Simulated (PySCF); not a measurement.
# I3Nb (NbI3): the cost of one run

Programs: PySCF 2.14.0, with routines of our own; each step states its level. All values are computed. Atoms count from 0.

## (1) The system as given

4 atoms, charge 0, states of the metal's open shell are computed; geometry from: model geometry, bond lengths from ionic radii.

## (2) Ligand-field states: state-averaged CASSCF

The job: settings as JSON, then the geometry in Å.

```
{"job": {"kind": "lf", "basis": {"metal": "x2c-TZVPall", "ligand": "x2c-SVPall"}, "nevpt": true}, "charge": 0, "metal": "Nb", "open_shell": "d2"}
Nb     0.000000     0.000000     0.000000
I      2.600000     0.000000     0.000000
I     -1.300000     2.251666     0.000000
I     -1.300000    -2.251666     0.000000
```

Method: state-averaged CASSCF of the metal d shell, SC-NEVPT2 on the averaged canonical orbitals, state-interaction spin-orbit coupling.

Run with:

```sh
OMP_NUM_THREADS=1 python lf_run.py task.json out
```

This one command runs all jobs of the session in turn.

Q: Estimate the wall time and peak memory of this first job on 1 thread of Arm Neoverse V1, shared host.

About 50 s, with a peak of 0.57 GiB.
